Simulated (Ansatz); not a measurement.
**ZrCl4 (SMILES Cl[Zr](Cl)(Cl)Cl) at 6 levels**

We compute a comparison of 6 runs (HF/STO-3G, HF/def2-SVP, CAM-B3LYP/def2-SVP, PBE/def2-SVP, MP2/def2-SVP, CCSD/def2-SVP) of ZrCl4. 

Program for the calculation: Ansatz 0.2.0.

2 further runs of the same task are left out: 2 set aside as unsound or not needed.

## (1) The molecule

ZrCl4: 5 atoms, total charge 0, spin state singlet. SMILES: `Cl[Zr](Cl)(Cl)Cl`. One bond was lengthened or shortened from a relaxed shape.

Bond lengths: Cl1–Zr2 2.316 Å, Zr2–Cl3 2.316 Å, Zr2–Cl4 2.663 Å, Zr2–Cl5 2.316 Å. Angles: Cl1–Zr2–Cl3 109.5°, Cl1–Zr2–Cl4 109.5°, Cl1–Zr2–Cl5 109.5°, Cl3–Zr2–Cl4 109.5°, Cl3–Zr2–Cl5 109.5°, Cl4–Zr2–Cl5 109.5°.

## (2) A single-point energy at HF/STO-3G (run 1)

Contents of in.yaml:

```yaml
crystal:
  periodic: [false, false, false]
  atoms:
    - {symbol: Cl, position_ang: [0.202322, -0.166283, 2.439708]}
    - {symbol: Zr, position_ang: [0.312312, 0.064517, 0.137878]}
    - {symbol: Cl, position_ang: [1.857692, -1.434703, -0.715362]}
    - {symbol: Cl, position_ang: [-2.081750, -0.430080, -0.919260]}
    - {symbol: Cl, position_ang: [0.958572, 2.224627, -0.391372]}
basis:
  gaussian:
    orbitals: STO-3G
hamiltonian:
  xc: hf
accuracy: high
output:
  orbitals: {seedname: orbitals}
```

The run is started by

```
$ ansatz run in.yaml --threads 1 --pin off --max-ram 3480MiB --events-out events.jsonl --progress --plain --runs-dir runs
```

Output:

```text
Warning: RAYON_NUM_THREADS=1 ignored (pool sized by the plan → 1); use --threads N
Functional definition: HF
  name "HF"
  exchange = exact_x
  correlation = 0
1256 factors; integrals over basis functions are off by at most 3.9e-9 eV
mean field evaluation 1: about -144812.5814 eV, gradient 3.5e1 eV
mean field evaluation 2: about -144812.6172 eV, gradient 3.5e1 eV
mean field evaluation 4: about -144818.8219 eV, gradient 1.3e0 eV
mean field evaluation 8: about -144818.8317 eV, gradient 3.1e-2 eV
mean field -144818.83172411 eV, -5321.9939041314 hartree, gradient 3.0e-8 eV, S^2 0.000000; 0 other end points of the search recorded, 0 dependent functions left out
reference -144818.83172411 eV, -5321.9939041314 hartree; 54, 54 occupied and 9, 9 virtual orbitals, 1256 factors
Total energy: -144818.83172411 eV, -5321.9939041314 hartree
```

Run time: 1.5 s. Hardware: 1 thread of Intel Xeon 6975P-C (Granite Rapids), shared host; peak memory 0.21 GiB.

## (3) A single-point energy at HF/def2-SVP (core potential) (run 2)

Contents of job.yaml:

```yaml
crystal:
  periodic: [false, false, false]
  atoms:
    - {symbol: Cl, position_ang: [0.202322, -0.166283, 2.439708]}
    - {symbol: Zr, position_ang: [0.312312, 0.064517, 0.137878]}
    - {symbol: Cl, position_ang: [1.857692, -1.434703, -0.715362]}
    - {symbol: Cl, position_ang: [-2.081750, -0.430080, -0.919260]}
    - {symbol: Cl, position_ang: [0.958572, 2.224627, -0.391372]}
basis:
  gaussian:
    orbitals: def2-SVP
output:
  orbitals: {seedname: orbitals}
hamiltonian:
  xc: hf
accuracy: high
```

The run is started by

```
$ ansatz run job.yaml --threads 1 --pin off --max-ram 3480MiB --events-out events.jsonl --progress --plain --runs-dir runs
```

Output:

```text
Warning: RAYON_NUM_THREADS=1 ignored (pool sized by the plan → 1); use --threads N
Functional definition: HF
  name "HF"
  exchange = exact_x
  correlation = 0
2062 factors; integrals over basis functions are off by at most 5.0e-9 eV
mean field evaluation 1: about -51269.4651 eV, gradient 3.3e1 eV
mean field evaluation 2: about -51269.6780 eV, gradient 3.4e1 eV
mean field evaluation 4: about -51273.4949 eV, gradient 1.7e0 eV
mean field evaluation 8: about -51273.5391 eV, gradient 1.7e-1 eV
mean field evaluation 16: about -51273.5393 eV, gradient 2.6e-7 eV
mean field -51273.53933041 eV, -1884.2678159393 hartree, gradient 1.9e-8 eV, S^2 0.000000; 0 other end points of the search recorded, 0 dependent functions left out
reference -51273.53933041 eV, -1884.2678159393 hartree; 40, 40 occupied and 63, 63 virtual orbitals, 2062 factors
Total energy: -51273.53933041 eV, -1884.2678159393 hartree
```

Run time: 2.9 s. Hardware: 1 thread of Intel Xeon 6975P-C (Granite Rapids), shared host; peak memory 0.37 GiB.

Runs 3 to 5 aren't shown in full; the table further down has their settings and results.

## (4) The energy at CCSD/def2-SVP (core potential) (run 6)

Contents of molecule.yaml:

```yaml
crystal:
  periodic: [false, false, false]
  atoms:
    - {symbol: Cl, position_ang: [0.202322, -0.166283, 2.439708]}
    - {symbol: Zr, position_ang: [0.312312, 0.064517, 0.137878]}
    - {symbol: Cl, position_ang: [1.857692, -1.434703, -0.715362]}
    - {symbol: Cl, position_ang: [-2.081750, -0.430080, -0.919260]}
    - {symbol: Cl, position_ang: [0.958572, 2.224627, -0.391372]}
basis:
  gaussian: {orbitals: def2-SVP}
correlation: {method: ccsd, frozen_orbitals: {Cl: 5, Zr: 0}}
accuracy: high
scf: {omitted_lower_state_checks: [cluster_reference, increment]}
```

The run is started by

```
$ ansatz run molecule.yaml --threads 1 --pin off --max-ram 3480MiB --events-out events.jsonl --progress --plain --runs-dir runs
```

Output, cut to the lines that bear on the results:

```text
Warning: RAYON_NUM_THREADS=1 ignored (pool sized by the plan → 1); use --threads N
Functional definition: HF
  name "HF"
[...]
2062 factors; integrals over basis functions are off by at most 5.0e-9 eV
[...]
mean field -51273.53933041 eV, -1884.2678159393 hartree, gradient 1.9e-8 eV, S^2 0.000000; 0 other end points of the search recorded, 0 dependent functions left out
20 core orbitals not correlated: weight in the atoms' cores, before any rotation towards them, 1.000 or more for the frozen orbitals, at most 0.000 for the correlated occupied ones
reference -51273.53933041 eV, -1884.2678159393 hartree; 20, 20 occupied and 63, 63 virtual orbitals, 2062 factors
second order -20.75336406 eV of doubles, -0.00000000 eV of singles
cycle   1  -21.11773751 eV  change   -3.6e-1 eV  update   1.7e-1
[...]
cycle  22  -21.76748820 eV  change  -7.8e-10 eV  update   2.3e-9
Total energy: -51295.30681861 eV, -1885.0677563762 hartree
Checks for a lower state left out: cluster_reference, increment
```

It took 19 s on 1 thread of Intel Xeon 6975P-C (Granite Rapids), shared host; peak memory 0.65 GiB.

## (5) Overview of the runs

| run | level | core potential | frozen core orbitals | energy (Eh) | HOMO energy (eV) | LUMO energy (eV) | HOMO–LUMO gap (eV) | wall time |
| --- | --- | --- | --- | --- | --- | --- | --- | --- |
| 1 | HF/STO-3G | none | – | -5321.993904 | -10.25 | 2.56 | 12.82 | 1.5 s |
| 2 | HF/def2-SVP (core potential) | def2-SVP | – | -1884.267816 | -12.12 | 0.36 | 12.48 | 2.9 s |
| 3 | CAM-B3LYP/def2-SVP (core potential) | def2-SVP | – | -1887.586914 | -10.12 | -1.98 | 8.14 | 8.1 s |
| 4 | PBE/def2-SVP (core potential) | def2-SVP | – | -1886.844375 | -7.47 | -3.79 | 3.69 | 5.7 s |
| 5 | MP2/def2-SVP (core potential) | def2-SVP | 20 | -1885.030488 | – | – | – | 3.6 s |
| 6 | CCSD/def2-SVP (core potential) | def2-SVP | 20 | -1885.067756 | – | – | – | 19 s |

## (6) Summary of results

| quantity | value |
| --- | --- |
| run 6: total energy | -1885.06776 Eh |
| run 6: correlation energy (20 core orbitals frozen) | -799.9 mEh |
| run 6: T1 diagnostic | 0.018 |

Below the HF energy at the same shape and in the same basis (def2-SVP): MP2 -762.7 mEh; CCSD -799.9 mEh. Over runs 1, 2, 3, 4 the HOMO–LUMO gap runs from 3.69 eV (PBE/def2-SVP) to 12.82 eV (HF/STO-3G). The two ends differ in method and basis and core potential. Totals of different functionals can't be ranked against each other. Some runs of one species differ in core potentials or relativity; totals across that change don't compare. In run 1 the basis is minimal, so the values are rough. In run 1 relativity is left out where basis or elements ask for it. All runs together took 40 s, the longest 19 s.
